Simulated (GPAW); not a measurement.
# CH4GeS (SMILES [CH3][Ge][SH]), run twice

Wanted: the charge distribution of CH4GeS, RPBE/real-space grid (scalar-relativistic datasets).

The results are computed with GPAW 26.7.0.

5 further runs of the same task are left out: 5 set aside as unsound or not needed.

## Step 1: Starting point

CH4GeS has 7 atoms, charge 0, and is taken as a singlet. SMILES: `[CH3][Ge][SH]`. The shape comes from GFN2-xTB, which is rough for such elements, and wasn't checked as a minimum. This is one conformer, not always the lowest.

Bond lengths: C1–Ge2 2.029 Å, Ge2–S3 2.242 Å, C1–H4 1.090 Å, C1–H5 1.090 Å, C1–H6 1.090 Å, S3–H7 1.328 Å. Angles: C1–Ge2–S3 94.2°, Ge2–C1–H4 110.6°, Ge2–C1–H5 110.5°, Ge2–C1–H6 111.8°, Ge2–S3–H7 96.0°, H4–C1–H5 107.5°, H4–C1–H6 108.2°, H5–C1–H6 108.0°.

## Step 2: Try one

Input file run_sp.py:

```python
import numpy as np
from ase import Atoms
from ase.units import Debye
from gpaw import GPAW

atoms = Atoms('CGeSHHHH',
    positions=[[ -0.875510,   0.680680,  -0.269230],
               [  0.250340,  -0.072560,   1.241770],
               [  1.557410,  -1.286260,  -0.117360],
               [ -1.347830,  -0.123260,  -0.833660],
               [ -0.253720,   1.246550,  -0.962490],
               [ -1.658460,   1.343020,   0.099640],
               [  2.327770,  -1.788160,   0.841340]])
atoms.center(vacuum=4.5)

calc = GPAW(mode='fd', h=0.2, xc='RPBE', maxiter=85, ecut=400, txt='-')
atoms.calc = calc

energy = atoms.get_potential_energy()
print(f'Energy = {energy:.5f} eV')
forces = atoms.get_forces()
print('Forces (eV/Ang)')
for symbol, f in zip(atoms.symbols, forces):
    print(f'{symbol:2} {f[0]:9.4f} {f[1]:9.4f} {f[2]:9.4f}')
dipole = atoms.get_dipole_moment() / Debye
print(f'Dipole                  {np.linalg.norm(dipole):.3f} D')
homo, lumo = calc.get_homo_lumo()
print(f'HOMO: {homo:.3f} eV')
print(f'LUMO                    {lumo:.3f} eV')
print(f'Gap = {lumo - homo:.3f} eV')
```

Launch:

```bash
$ OMP_NUM_THREADS=1 python run_sp.py
```

Log:

```text
TypeError: GPAW() got an unexpected keyword argument 'ecut'
```

Wall time 0.77 s (1 thread of Arm Neoverse V1, shared host); peak memory 0.093 GiB.

## Step 3: Diagnosis

The program refused the input.

The log says `TypeError: GPAW() got an unexpected keyword argument 'ecut'`. The fault: wrong keyword.

## Step 4: Try two

Input file ch4ges.py:

```python
import numpy as np
from ase import Atoms
from ase.units import Debye
from gpaw import GPAW

mol = Atoms(['C', 'Ge', 'S', 'H', 'H', 'H', 'H'],
    positions=[[ -0.875510,   0.680680,  -0.269230],
               [  0.250340,  -0.072560,   1.241770],
               [  1.557410,  -1.286260,  -0.117360],
               [ -1.347830,  -0.123260,  -0.833660],
               [ -0.253720,   1.246550,  -0.962490],
               [ -1.658460,   1.343020,   0.099640],
               [  2.327770,  -1.788160,   0.841340]])
mol.center(vacuum=4.5)

calc = GPAW(mode='fd', xc='RPBE', maxiter=100, h=0.2, txt='-')
mol.calc = calc

energy = mol.get_potential_energy()
print(f'Energy                  {energy:.5f} eV')
forces = mol.get_forces()
print('Forces (eV/Ang)')
for symbol, f in zip(mol.symbols, forces):
    print(f'{symbol:2} {f[0]:9.4f} {f[1]:9.4f} {f[2]:9.4f}')
dipole = mol.get_dipole_moment() / Debye
print(f'Dipole                  {np.linalg.norm(dipole):.3f} D')
homo, lumo = calc.get_homo_lumo()
print(f'HOMO                    {homo:.3f} eV')
print(f'LUMO = {lumo:.3f} eV')
print(f'Gap: {lumo - homo:.3f} eV')
```

Launch:

```bash
$ python3 ch4ges.py
```

Log:

```text
[...]
Number of symmetries: 1
[...]
  Number of IBZ points: 1
[...]
Spin-components: 1 (collinear spins)
Bands:           15
[...]
  Valence electrons: 18.0
[...]
  Grid points: [64 60 56]
  Charge: 0.0  # |e|
[...]
    cutoffs:
[...]
occupation numbers:
  # Zero width
[...]
xc functional:
  name: RPBE with 2 nearest neighbor stencil
[...]
|iter     |     time |      energy | eigst |  dens |
[...]
|iter:   1| 00:00:03 |  -33.916111 | +1.02 |       |
[...]
|iter:  14| 00:00:19 |  -30.383479c| -7.53c| -5.67c|
Converged in 14 steps
[...]
Energy contributions relative to reference atoms: (reference = -69045.133503)
Energy contributions:
  Kinetic:          37.873946
  Coulomb:         -41.336461
  Zero:              0.271974
  External:          0.000000
  Xc:              -27.192938
  Entropy:           0.000000
  Spinorbit:         0.000000
  ----------------------------
  Free energy:     -30.383479
  Extrapolated:    -30.383479
dipole moment: (-0.096520, 0.094367, 0.125038)  # |e|*Ang
Fermi level: -4.319
Eigenvalues  # (at kpt = [0.000, 0.000, 0.000])
| band index |      eig [eV] | occ [0-2] |
|------------|---------------|-----------|
|          0 |       -18.226 |     2.000 |
|          1 |       -17.007 |     2.000 |
|          2 |       -12.058 |     2.000 |
|          3 |       -10.055 |     2.000 |
|          4 |        -9.790 |     2.000 |
|          5 |        -9.336 |     2.000 |
|          6 |        -7.440 |     2.000 |
|          7 |        -6.632 |     2.000 |
|          8 |        -5.633 |     2.000 |
|          9 |        -3.004 |     0.000 |
|         10 |        -0.717 |     0.000 |
|         11 |        -0.630 |     0.000 |
[...]
Gap: 2.629 eV
Transition (v -> c):
[...]
Forces (eV/Ang)
C     0.0549   -0.0520    0.0664
Ge   -0.1907    0.1701    0.3313
S    -0.1871    0.0713   -0.7748
H    -0.1443   -0.2967   -0.1738
H     0.2796    0.1885   -0.2338
H    -0.1656    0.1483    0.2266
H     0.3657   -0.2452    0.5221
Dipole                  0.884 D
HOMO                    -5.633 eV
LUMO = -3.004 eV
Gap: 2.629 eV
```

Run time: 19 s. Hardware: 1 thread of Arm Neoverse V1, shared host; peak memory 0.56 GiB.

## Step 5: Outcome

Level: RPBE/real-space grid (scalar-relativistic datasets).

| quantity | value |
| --- | --- |
| energy as printed (from the program's reference atoms) | -30.3835 eV |
| dipole moment | 0.88 D |
| HOMO energy | -5.63 eV |
| LUMO energy | -3.00 eV |
| HOMO–LUMO gap | 2.63 eV |
